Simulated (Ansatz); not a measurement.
# C₂H₅BO₃: up Jacob's ladder to CCSD(T)

An exercise on one series of results from a longer session: the logs are not shown, and one member is left open.

Method: functionals in def2-TZVPP, the program's frozen cores in correlated methods; program: Ansatz 0.2.0, Gaussian basis.

Levels to be run: LDA (SPW92), PBE-D4, revPBE-D4, BLYP-D4, r2SCAN-D4, B97M-V, PBE0-D4, B3LYP-D4, r2SCANh-D4, r2SCAN0-D4, HSE06-D4, BHLYP-D4, CAM-B3LYP-D4, LC-ωPBE, ωB97X-V, ωB97M-V, B2PLYP, PBE-QIDH; CCSD(T)/def2-SVP; CCSD(T)/def2-TZVPP; MP2/def2-QZVPP; extrapolation to the limit; RPA on PBE.

**Structure used throughout**

An earlier PBE0-D4 in a triple-zeta def2 set relaxation fixed the geometry.

11 atoms, charge 0, spin multiplicity 1.

Atoms are counted from 1 here; the program's logs count them from 0.

Bond lengths: C1–C2 1.322 Å, C1–H7 1.081 Å, C1–H8 1.083 Å, C2–O3 1.361 Å, C2–H9 1.085 Å, O3–B4 1.373 Å, B4–O5 1.363 Å, B4–O6 1.361 Å, O5–H10 0.960 Å, O6–H11 0.960 Å. Angles: C2–C1–H7 119.6°, C2–C1–H8 121.6°, H7–C1–H8 118.9°, C1–C2–O3 121.7°, C1–C2–H9 123.1°, O3–C2–H9 115.2°, C2–O3–B4 122.4°, O3–B4–O5 118.9°, O3–B4–O6 120.6°, O5–B4–O6 120.5°, B4–O5–H10 112.4°, B4–O6–H11 112.1°.

Set-up of the first run:

The input, in.yaml:

```yaml
crystal:
  periodic: [false, false, false]
  atoms:
    - {symbol: C, position_ang: [-1.316555, -1.463266, 1.187325]}
    - {symbol: C, position_ang: [-0.691444, -0.818641, 0.216464]}
    - {symbol: O, position_ang: [0.154315, 0.215876, 0.473378]}
    - {symbol: B, position_ang: [0.806444, 0.897535, -0.523615]}
    - {symbol: O, position_ang: [1.638892, 1.922465, -0.184814]}
    - {symbol: O, position_ang: [0.625872, 0.556995, -1.828785]}
    - {symbol: H, position_ang: [-1.980669, -2.280442, 0.943911]}
    - {symbol: H, position_ang: [-1.180047, -1.192514, 2.226780]}
    - {symbol: H, position_ang: [-0.809559, -1.068246, -0.833271]}
    - {symbol: H, position_ang: [1.679502, 2.061618, 0.764055]}
    - {symbol: H, position_ang: [1.138648, 1.111420, -2.420728]}
basis:
  gaussian: {orbitals: def2-TZVPP}
hamiltonian: {xc: lda}
output: {orbitals: {seedname: orbitals}}
```

Launch:

```sh
> ansatz run in.yaml --threads 4 --pin off --events-out ev --progress --plain --max-ram 10444MiB
```

Among the steps run: LDA; PBE-D4 (GGA); revPBE-D4 (GGA); BLYP-D4 (GGA); r2SCAN-D4 (meta-GGA); B97M-V (meta-GGA); B3LYP-D4 (hybrid); r2SCANh-D4 (hybrid); r2SCAN0-D4 (hybrid); HSE06-D4 (hybrid); BHLYP-D4 (hybrid); CAM-B3LYP-D4 (range-separated); LC-ωPBE (range-separated); ωB97X-V (range-separated); ωB97M-V (range-separated); B2PLYP (double hybrid); PBE-QIDH (double hybrid).

One of the session's tables, all rows but one given; the rest of the session is left out.

It belongs to the step «Frontier levels by functional». 

```
  functional  HOMO (eV)  LUMO (eV)  gap (eV)
 LDA (SPW92)      -6.01      -0.74      5.27
      PBE-D4      -5.80      -0.47      5.33
   revPBE-D4      -5.73      -0.37      5.36
     BLYP-D4      -5.66      -0.36      5.30
   r2SCAN-D4      -6.01      -0.20      5.81
      B97M-V      -6.02      -0.12      5.90
     PBE0-D4      -6.99       0.57      7.56
    B3LYP-D4      -6.77       0.27      7.04
  r2SCANh-D4      -6.46       0.17      6.64
  r2SCAN0-D4          ?          ?         ?
    HSE06-D4      -6.59       0.19      6.78
    BHLYP-D4      -8.04       1.23      9.26
CAM-B3LYP-D4      -8.35       1.36      9.71
     LC-ωPBE      -9.73       2.72     12.45
     ωB97X-V      -9.34       2.49     11.82
     ωB97M-V      -9.25       2.00     11.25
```

Estimate the missing values for r2SCAN0-D4.

Worked estimate for «HOMO (eV)». Against the share of exact exchange, r2SCAN-D4 (0, -6.01), r2SCANh-D4 (0.1, -6.46) give a slope of -4.50 per unit share; at 0.25 the line stands at -7.13.

**Answer.** HOMO (eV): -7.14; LUMO (eV): 0.73; gap (eV): 7.87. In «HOMO (eV)» the line misses by +0.01.
